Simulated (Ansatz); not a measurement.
# LuInCo4 under changes of volume

One of the cells (14.376 Å³/atom); the others are scaled copies at fixed shape and fractional positions:

```
CELL_PARAMETERS angstrom
0.00000 3.50685 3.50685
3.50685 0.00000 3.50685
3.50685 3.50685 0.00000
ATOMIC_POSITIONS crystal
Lu 0.25000 0.25000 0.25000
In 0.00000 0.00000 0.00000
Co 0.62524 0.62524 0.62524
Co 0.62524 0.62524 0.12429
Co 0.62524 0.12429 0.62524
Co 0.12429 0.62524 0.62524
```

The cell is a database's computed one.

| Property | Result |
| --- | --- |
| Program | Ansatz 0.2.0 |
| Functional | PBEsol |
| Potentials or basis | Ansatz PAW |
| Cutoff | 420 eV (not typed: the program's choice for these potentials) |
| k mesh | 7 × 7 × 7 |
| Occupations | fermi-dirac, width 0.05 eV |
| Spin | collinear spin, ferromagnetic start |
| Starting moments | [0.0, 0.0, 2.0, 2.0, 2.0, 2.0] μB |

```csv
volume (Å³/atom),energy over the lowest point (meV/atom),pressure (GPa),moment (μB per cell),largest force (eV/Å)
13.513,0.00,1.2,4.35,0.032
13.801,?,?,?,?
14.088,7.02,-4.9,4.69,0.012
14.376,18.23,-7.5,4.80,0.004
14.663,33.86,-9.8,4.90,0.003
14.951,53.51,-11.9,5.00,0.011
15.238,76.63,-13.7,5.09,0.018
```

What does the run at 13.801 Å³/atom give?

Energy over the lowest point 0.79 meV/atom; pressure -2.0 GPa; moment 4.55 μB per cell; largest force 0.021 eV/Å.

Worked out: A Birch-Murnaghan fit of order 3 (a polynomial in V^(-2/3)) to the other rows has its minimum at 13.62 Å³/atom with B0 = V·E''(V) = 156 GPa and B' = 4.2 at fixed shape and positions, which overstates the stiffness. It gives 0.75 meV/atom at 13.801 Å³/atom, against the run's 0.79, and -dE/dV = -2.0 GPa, against -2.0. A parabola through the other rows of the moment, of slope 0.548 μB per Å³/atom there, gives 4.52 μB, against the run's 4.55.

Energies are extrapolated to zero smearing.

Caveats: the PAW data sets come from PBE, with cores solved anew for the run's functional, which leaves a small shift of forces and pressure.
